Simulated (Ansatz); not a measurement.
**NiMoIrPdW under changes of volume**

One of the cells (14.590 Å³/atom); the others are scaled copies at fixed shape and fractional positions:

```
CELL_PARAMETERS angstrom
-1.37004 1.37004 9.71647
1.37004 -1.37004 9.71647
1.37004 1.37004 -9.71647
ATOMIC_POSITIONS crystal
Ni 0.19862 0.19862 0.00000
Mo 0.60922 0.60922 0.00000
Pd 0.79310 0.79310 0.00000
Ir 0.39944 0.39944 0.00000
W 0.99565 0.99565 0.00000
```

The cell was built by a generator and needn't be a form met in nature.

```yaml
Program: Ansatz 0.2.0
Functional: PBE
Potentials_or_basis: Ansatz PAW
Cutoff: "420 eV (not typed: the program's choice for these potentials)"
k_mesh: 13 × 13 × 13
Occupations: fermi-dirac, width 0.05 eV
Spin: collinear spin, ferromagnetic start
Starting_moments: "[1.0, 1.0, 0.0, 0.6, 0.0] μB"
```

| volume (Å³/atom) | energy over the lowest point (meV/atom) | pressure (GPa) | largest force (eV/Å) |
| --- | --- | --- | --- |
| 13.715 | 46.68 | 18.3 | 0.628 |
| 14.007 | 19.82 | 11.5 | 0.406 |
| 14.299 | 4.68 | 5.4 | 0.198 |
| 14.590 | 0.00 | 0.0 | 0.032 |
| 14.882 | 4.65 | -4.9 | 0.179 |
| 15.174 | 17.63 | -9.2 | 0.349 |
| 15.466 | ? | ? | ? |

**Question.** What does the run at 15.466 Å³/atom give?

**Answer.** Energy over the lowest point 38.03 meV/atom; pressure -13.0 GPa; largest force 0.508 eV/Å.

Worked out: A Birch-Murnaghan fit of order 3 (a polynomial in V^(-2/3)) to the other rows has its minimum at 14.59 Å³/atom with B0 = V·E''(V) = 256 GPa and B' = 4.7 at fixed shape and positions, which overstates the stiffness. It gives 38.08 meV/atom at 15.466 Å³/atom, against the run's 38.03, and -dE/dV = -13.1 GPa, against -13.0.

Energies are extrapolated to zero smearing.

Caveats: the starting moments weren't kept.
